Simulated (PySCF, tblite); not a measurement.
**C6H7O2S radical: geometry, infrared bands and EPR parameters**

Aim: predict the infrared bands and EPR parameters of C6H7O2S radical (`CC(=O)/[C]=C\OC(C)=S`).

The runs use tblite 0.8.0 and PySCF 2.14.0, with density-fitted response routines of our own; the level of theory stands in each step. All values are computed, except where a source is named. Atoms count from 0, in the outputs and in this text.

**1. Starting geometry**

16 atoms, charge 0, multiplicity 2; geometry from: force field or distance geometry start.

Bonds of the start (Å): C0–C1 1.49, C1–O2 1.28, C1–C3 1.43, C3–C4 1.33, C4–O5 1.40, O5–C6 1.40, C6–C7 1.48, C6–S8 1.65, C0–H9 1.10, C0–H10 1.11, C0–H11 1.12, C4–H12 1.10, C7–H13 1.09, C7–H14 1.11, C7–H15 1.10.

**2. Geometry optimisation with GFN2-xTB**

What the job is given:

```
{"job": {"kind": "relax", "xc": "GFN2-xTB", "basis": "xTB"}, "charge": 0, "multiplicity": 2}
C      1.906200    -0.895000     0.326400
C      2.155800     0.126100    -0.729300
O      3.228400    -0.043900    -1.411600
C      1.310200     1.245700    -0.988400
C      0.184100     1.552700    -0.352400
O     -0.336300     0.773300     0.689700
C     -1.705500     0.485900     0.618600
C     -2.216000    -0.724700    -0.060700
S     -2.812400     1.486300     1.311600
H      0.925100    -1.387400     0.251600
H      1.999400    -0.398300     1.317200
H      2.737600    -1.645200     0.330900
H     -0.362900     2.455400    -0.670300
H     -3.105300    -1.067000     0.478700
H     -2.462900    -0.432200    -1.102200
H     -1.453000    -1.522500    -0.021300
```

Run with:

```
$ OMP_NUM_THREADS=1 python probes_run.py task.json out
```

This one command runs all jobs of the session in turn.

Log:

```text
step      E/eV     max force
  0    -751.45779    5.680
  1    -751.73205    5.315
  2    -751.90415    1.162
  3    -751.95814    0.872
  4    -752.03282    0.640
  5    -752.04887    0.393
  6    -752.06367    0.353
  7    -752.08206    0.331
  8    -752.09392    0.317
  9    -752.10883    0.362
 10    -752.12081    0.300
 11    -752.13059    0.305
 12    -752.13739    0.284
 13    -752.14289    0.192
 14    -752.14735    0.193
 15    -752.15105    0.164
 16    -752.15543    0.180
 17    -752.16298    0.281
 18    -752.17763    0.492
 19    -752.20419    0.759
 20    -752.24542    0.952
 21    -752.31813    0.922
 22    -752.41440    0.672
 23    -752.47039    0.584
 24    -752.44012    1.549
 25    -752.54294    0.600
 26    -752.57197    0.435
 27    -752.61710    0.477
 28    -752.63623    0.440
 29    -752.66571    0.379
 30    -752.69996    0.380
 31    -752.73504    0.440
 32    -752.76189    0.444
 33    -752.78170    0.386
 34    -752.79345    0.313
 35    -752.80673    0.258
 36    -752.81549    0.211
 37    -752.82146    0.159
 38    -752.82536    0.143
 39    -752.82929    0.140
 40    -752.83268    0.157
 41    -752.83666    0.129
 42    -752.84041    0.143
 43    -752.84348    0.138
 44    -752.84597    0.136
 45    -752.84844    0.126
 46    -752.85102    0.145
 47    -752.85357    0.150
 48    -752.85586    0.142
 49    -752.85806    0.113
 50    -752.86037    0.099
 51    -752.86282    0.126
 52    -752.86549    0.133
 53    -752.86860    0.166
 54    -752.87233    0.168
 55    -752.87643    0.137
 56    -752.88005    0.154
 57    -752.88252    0.114
 58    -752.88429    0.095
 59    -752.88619    0.106
 60    -752.88885    0.121
 61    -752.89221    0.145
 62    -752.89574    0.152
 63    -752.89923    0.153
 64    -752.90303    0.151
 65    -752.90766    0.167
 66    -752.91466    0.202
 67    -752.92194    0.222
 68    -752.92753    0.206
 69    -752.93166    0.195
 70    -752.93606    0.141
 71    -752.93982    0.158
 72    -752.94368    0.148
 73    -752.94566    0.125
 74    -752.94673    0.132
 75    -752.94760    0.096
 76    -752.94852    0.096
 77    -752.94913    0.083
 78    -752.94975    0.085
 79    -752.95031    0.072
 80    -752.95089    0.065
 81    -752.95148    0.079
 82    -752.95219    0.073
 83    -752.95300    0.066
 84    -752.95403    0.081
 85    -752.95515    0.082
 86    -752.95654    0.093
 87    -752.95721    0.134
 88    -752.95849    0.079
 89    -752.95922    0.080
 90    -752.95989    0.079
 91    -752.96050    0.070
 92    -752.96119    0.089
 93    -752.96202    0.067
 94    -752.96269    0.051
 95    -752.96329    0.066
 96    -752.96375    0.079
 97    -752.96418    0.126
 98    -752.96496    0.069
 99    -752.96553    0.037
100    -752.96595    0.049
101    -752.96642    0.063
102    -752.96698    0.067
103    -752.96787    0.070
104    -752.96919    0.109
105    -752.97067    0.094
106    -752.97225    0.075
107    -752.97295    0.064
108    -752.97340    0.056
109    -752.97389    0.071
110    -752.97441    0.044
111    -752.97482    0.028
112    -752.97497    0.028
113    -752.97501    0.015
114    -752.97505    0.009
```

Wall time 0.72 s (1 thread of Arm Neoverse V2, shared host).

Step by step: (not every step is listed)

| step | energy from step 0 (eV) | largest force (eV/Å) |
| --- | --- | --- |
| 0 | 0.0000 | 5.6797 |
| 1 | -0.2743 | 5.3149 |
| 2 | -0.4464 | 1.1623 |
| 3 | -0.5003 | 0.8719 |
| 4 | -0.5750 | 0.6400 |
| 5 | -0.5911 | 0.3931 |
| 6 | -0.6059 | 0.3532 |
| 7 | -0.6243 | 0.3309 |
| 8 | -0.6361 | 0.3165 |
| 18 | -0.7198 | 0.4920 |
| 28 | -1.1784 | 0.4399 |
| 38 | -1.3676 | 0.1430 |
| 48 | -1.3981 | 0.1418 |
| 58 | -1.4265 | 0.0945 |
| 68 | -1.4697 | 0.2065 |
| 78 | -1.4920 | 0.0849 |
| 88 | -1.5007 | 0.0794 |
| 98 | -1.5072 | 0.0687 |
| 108 | -1.5156 | 0.0558 |
| 109 | -1.5161 | 0.0710 |
| 110 | -1.5166 | 0.0439 |
| 111 | -1.5170 | 0.0283 |
| 112 | -1.5172 | 0.0276 |
| 113 | -1.5172 | 0.0147 |
| 114 | -1.5173 | 0.0090 |

Close pairs (by a distance rule), those that changed most:

| bond | before (Å) | after (Å) | change (Å) |
| --- | --- | --- | --- |
| O5–C6 | 1.401 | 1.313 | -0.088 |
| C1–O2 | 1.283 | 1.225 | -0.058 |
| C3–C4 | 1.329 | 1.285 | -0.044 |
| C0–H11 | 1.120 | 1.087 | -0.033 |
| C1–C3 | 1.427 | 1.394 | -0.032 |
| C0–C1 | 1.490 | 1.520 | +0.030 |
| C0–H10 | 1.112 | 1.087 | -0.025 |
| C7–H14 | 1.110 | 1.090 | -0.019 |

The next job starts from the end point, and lists it.

**3. Harmonic vibrations with GFN2-xTB**

What the job is given:

```
{"job": {"kind": "ir", "xc": "GFN2-xTB", "basis": "xTB"}, "charge": 0, "multiplicity": 2}
C      3.200450    -0.692543     0.412798
C      2.481801     0.075981    -0.684140
O      2.926556     0.178154    -1.821000
C      1.274341     0.643839    -0.279022
C      0.051998     0.933672    -0.006493
O     -1.026535     0.064204    -0.165301
C     -2.235009     0.485611     0.127100
C     -3.293035    -0.536044    -0.123076
S     -2.573659     1.984066     0.702943
H      2.655986    -1.608584     0.634071
H      3.252961    -0.094304     1.318625
H      4.200854    -0.945045     0.072032
H     -0.282617     1.903350     0.391531
H     -4.243199    -0.206255     0.285583
H     -3.396719    -0.690105    -1.197505
H     -3.001771    -1.487052     0.320443
```

Log:

```text
mode    cm-1     km/mol
  1       9.1      1.32
  2      30.6      1.91
  3      34.4      3.10
  4      42.0      3.29
  5      56.8      5.84
  6     128.3      1.51
  7     177.4      2.36
  8     247.9      3.45
  9     288.3      0.97
 10     394.2      1.87
 11     434.8     15.11
 12     470.6      4.68
 13     508.3      1.32
 14     529.2      7.71
 15     586.2     20.77
 16     768.1      5.71
 17     771.5      3.22
 18     814.9     11.45
 19     932.8     14.03
 20     973.2     16.77
 21     988.1     20.73
 22     991.9     18.99
 23    1024.9     11.15
 24    1154.5     71.49
 25    1204.0     24.62
 26    1220.3    201.19
 27    1276.3    209.54
 28    1361.5     13.48
 29    1375.9     33.25
 30    1434.5      8.98
 31    1442.8      7.40
 32    1450.1     12.87
 33    1456.9     16.50
 34    1597.3    421.44
 35    1871.4     10.01
 36    2797.9     68.77
 37    3001.2      0.58
 38    3022.3      0.35
 39    3025.2      9.10
 40    3041.2      7.13
 41    3058.0     10.96
 42    3066.9      4.45
```

Run time: 0.49 s. Hardware: 1 thread of Arm Neoverse V2, shared host.

The strongest bands and the atoms that carry them (share of the mass-weighted mode):

| cm⁻¹ | km/mol | atoms |
| --- | --- | --- |
| 586 | 20.8 | C3 40 %, O2 19 %, C0 17 % |
| 1154 | 71.5 | C1 43 %, H12 23 % |
| 1204 | 24.6 | C6 36 %, H12 32 % |
| 1220 | 201.2 | C6 45 %, H12 21 % |
| 1276 | 209.5 | C6 55 %, O5 16 %, H12 13 % |
| 1376 | 33.2 | H14 31 %, H15 30 %, H13 21 %, C7 18 % |
| 1597 | 421.4 | C1 61 %, O2 37 % |
| 2798 | 68.8 | H12 93 % |

**4. g tensor and hyperfine couplings: B3LYP/pcH-1**

The job, as its differences from that of step 3:

```diff
@@ -1,2 +1,2 @@
-{"job": {"kind": "ir", "xc": "GFN2-xTB", "basis": "xTB"}, "charge": 0, "multiplicity": 2}
+{"job": {"kind": "epr", "basis": "pcH-1"}, "charge": 0, "multiplicity": 2}
 C      3.200450    -0.692543     0.412798
```

With the program's defaults for keys left out, this is: UKS B3LYP, pcH-1 on C H O S, non-relativistic, mean-field spin-orbit, GIAO.

Log:

```text
UKS, coarse grid
  cycle   1  E = -781.19330489  |g| = 7.17e-01
  cycle   2  E = -777.99301105  |g| = 2.12e+00
  cycle   3  E = -780.99984749  |g| = 7.25e-01
  cycle   4  E = -781.36276070  |g| = 2.76e-01
  cycle   5  E = -781.35072020  |g| = 2.86e-01
  cycle   6  E = -781.40341330  |g| = 6.05e-02
  cycle   7  E = -781.40501496  |g| = 3.60e-02
  cycle   8  E = -781.40563185  |g| = 1.96e-02
  cycle   9  E = -781.40584218  |g| = 1.15e-02
  cycle  10  E = -781.40591271  |g| = 8.43e-03
  cycle  11  E = -781.40596257  |g| = 2.72e-03
  cycle  12  E = -781.40596799  |g| = 1.23e-03
  cycle  13  E = -781.40596836  |g| = 5.22e-04
UKS, final grid
  cycle   1  E = -781.40595138  |g| = 9.66e-04
  cycle   2  E = -781.40595011  |g| = 2.13e-03
  cycle   3  E = -781.40595179  |g| = 1.66e-04
  cycle   4  E = -781.40595181  |g| = 8.22e-05
  cycle   5  E = -781.40595183  |g| = 6.00e-05
  cycle   6  E = -781.40595183  |g| = 1.78e-05
E = -781.40595183 Eh   <S^2> = 0.7668 (exact 0.7500)
g shifts (ppm)      1          2          3
  rmc          -213       -213       -213
  gc             -1         46         52
  oz_so        -404       2869       7414
  total        -618       2702       7253
hyperfine (MHz)  atom isotope    a_iso     a_fc   dipolar eigenvalues
    0   13C      -0.09      -0.11     -1.51     -0.21      1.72
    1   13C     -34.06     -34.13    -16.21      4.54     11.67
    2   17O     -20.32     -19.65    -92.37     45.16     47.20
    3   13C      95.16      95.26    -66.38    -50.91    117.29
    4   13C       2.11       2.10    -12.82      1.04     11.77
    5   17O     -35.49     -35.58    -15.56      7.18      8.38
    6   13C      -5.54      -5.52     -2.25     -0.04      2.28
    7   13C      10.43      10.44     -0.88     -0.60      1.48
    8   33S       3.59       3.64     -7.11     -7.01     14.12
    9    1H      -3.05      -3.06     -2.91     -1.74      4.66
   10    1H       1.60       1.59     -3.20     -1.89      5.09
   11    1H       0.66       0.65     -2.20     -0.83      3.03
   12    1H     114.94     114.93     -6.09     -1.00      7.09
   13    1H      -0.35      -0.35     -0.93     -0.20      1.14
   14    1H      -1.65      -1.65     -0.81     -0.32      1.12
   15    1H      -1.49      -1.49     -0.90     -0.30      1.20
```

It took 2.1 min on 1 thread of Arm Neoverse V2, shared host; peak memory 1.1 GiB.

Principal g values 2.00170, 2.00502, 2.00957; g(iso) = 2.00543, against 2.00232 for a free electron.

Hyperfine couplings; where a row names several nuclei, a(iso) is their mean (it holds for fast rotation or exchange) and the dipolar term the largest among them:

| nuclei | isotope | a(iso) (MHz) | a(iso) (G, at g = 2.0023) | largest dipolar term (MHz) |
| --- | --- | --- | --- | --- |
| H12 | 1H | 114.9 | 41.0 | 7.1 |
| C3 | 13C | 95.2 | 34.0 | 117.3 |
| O5 | 17O | -35.5 | -12.7 | -15.6 |
| C1 | 13C | -34.1 | -12.2 | -16.2 |
| O2 | 17O | -20.3 | -7.2 | -92.4 |
| C7 | 13C | 10.4 | 3.7 | 1.5 |
| C6 | 13C | -5.5 | -2.0 | 2.3 |
| S8 | 33S | 3.6 | 1.3 | 14.1 |
| C4 | 13C | 2.1 | 0.8 | -12.8 |
| H13, H14, H15 | 1H | -1.2 | -0.4 | 1.2 |
| H9, H10, H11 | 1H | -0.3 | -0.1 | 5.1 |
| C0 | 13C | -0.1 | 0.0 | 1.7 |

Mulliken spin populations:

C0 0.01; C1 -0.12; O2 0.30; C3 0.80; C4 -0.11; O5 0.04; C6 -0.01; C7 0.01; S8 0.06; H9 0.00; H10 0.00; H11 0.00; H12 0.03; H13 0.00; H14 0.00; H15 0.00

In first order the couplings over 0.8 MHz of 1H give 8 distinct lines over 42.3 G, if the averaged nuclei exchange fast.

Orbitals, density, ELF and potential are computed afterwards from the orbital file.

ELF in a plane through or near 7 of the atoms.

Values, 10 rows by 14 columns:
```
0.00 0.00 0.00 0.00 0.00 0.00 0.00 0.00 0.00 0.00 0.00 0.00 0.00 0.00
0.00 0.00 0.00 0.00 0.00 0.00 0.00 0.01 0.19 0.48 0.23 0.04 0.00 0.00
0.00 0.00 0.00 0.00 0.01 0.11 0.03 0.87 0.27 0.90 0.85 0.50 0.00 0.00
0.00 0.00 0.00 0.01 0.09 0.75 0.36 0.99 0.08 0.42 0.84 0.64 0.01 0.00
0.00 0.00 0.06 0.13 0.33 0.72 0.91 0.20 0.42 0.35 0.19 0.03 0.01 0.00
0.00 0.05 0.98 0.87 0.81 0.22 0.38 0.55 0.77 0.77 0.47 1.00 0.72 0.00
0.00 0.04 0.99 0.83 0.82 0.06 0.02 0.34 0.34 0.57 0.52 0.79 0.23 0.00
0.00 0.00 0.06 0.08 0.85 0.13 0.00 0.00 0.00 0.94 0.90 0.04 0.00 0.00
0.00 0.00 0.00 0.00 0.02 0.00 0.00 0.00 0.00 0.10 0.11 0.00 0.00 0.00
0.00 0.00 0.00 0.00 0.00 0.00 0.00 0.00 0.00 0.00 0.00 0.00 0.00 0.00
```
The map spans 13.7 Å across and 9.0 Å up, centred on the molecule. Atoms in the plane (x, y in Å): C4 (0.0, 0.9), O5 (1.0, 0.0), C6 (2.3, 0.4), C7 (3.3, -0.7), H11 (-4.3, -0.7), H12 (0.4, 1.9), H13 (4.2, -0.4).

log10 of the density (e/Å³) in the same plane.

Values, 10 rows by 14 columns:
```
-4.0 -4.0 -4.0 -4.0 -4.0 -4.0 -4.0 -4.0 -3.6 -3.1 -3.2 -4.0 -4.0 -4.0
-4.0 -4.0 -4.0 -4.0 -4.0 -3.7 -3.2 -2.6 -2.0 -1.5 -1.7 -2.5 -4.0 -4.0
-4.0 -4.0 -4.0 -3.9 -2.8 -2.2 -1.9 -1.0 -1.1 -0.2 -0.5 -1.7 -3.2 -4.0
-4.0 -4.0 -3.2 -2.3 -1.7 -0.8 -0.5  0.2 -0.8  0.1 -0.1 -1.4 -2.9 -4.0
-4.0 -3.4 -2.1 -1.2 -0.6 -0.1  0.2  0.2 -0.1  0.4 -0.6 -1.5 -2.7 -4.0
-4.0 -2.7 -0.8  0.1  0.2 -0.7 -0.9 -0.2  0.5  0.1  0.2 -0.1 -1.9 -3.8
-4.0 -2.8 -1.0 -0.3 -0.2 -1.4 -2.1 -1.3 -1.0 -0.5  0.3 -0.7 -2.2 -4.0
-4.0 -3.6 -2.4 -1.8 -1.3 -2.2 -3.5 -3.4 -2.6 -1.1 -0.9 -2.0 -3.2 -4.0
-4.0 -4.0 -3.8 -3.1 -2.9 -3.4 -4.0 -4.0 -3.5 -2.5 -2.4 -3.1 -4.0 -4.0
-4.0 -4.0 -4.0 -4.0 -4.0 -4.0 -4.0 -4.0 -4.0 -4.0 -4.0 -4.0 -4.0 -4.0
```
The map spans 13.7 Å across and 9.0 Å up, centred on the molecule. Atoms in the plane (x, y in Å): C4 (0.0, 0.9), O5 (1.0, 0.0), C6 (2.3, 0.4), C7 (3.3, -0.7), H11 (-4.3, -0.7), H12 (0.4, 1.9), H13 (4.2, -0.4).

On the surface of density 0.002 e/bohr³ the electrostatic potential runs, from the 1st to the 99th percentile, from -1.61 V near O2 to 1.15 V near H15.

The spin density lies nearest to C3 51 %; O2 22 %; C1 7 % (beta excess).

**5. What came out**

```
                                 quantity                  value
strongest single infrared mode (GFN2-xTB)  1597 cm⁻¹, 421 km/mol
             zero-point energy (GFN2-xTB)          70.1 kcal/mol
                           g(iso) (B3LYP)                2.00543
                                     ⟨S²⟩     0.767 (exact 0.75)
       largest a(iso) (averaged by class)   1H on H12, 114.9 MHz
    surface potential, 1st and 99th percentile     -1.61 V and 1.15 V
```

In words: Relaxing lowered the energy by 1.517 eV in 114 steps; the close pair that moved most is O5–C6, from 1.401 to 1.313 Å. All 42 modes are real, so the xTB geometry is a minimum. The strongest single mode, at 1597 cm⁻¹, moves mainly C1 and O2. Unscaled tight-binding wavenumbers are off by several per cent, some by more. Its intensities can rank the bands wrongly. C3 carries the largest spin population, 0.80 e. The isotropic g lies 3.1 ppt above the free-electron value.
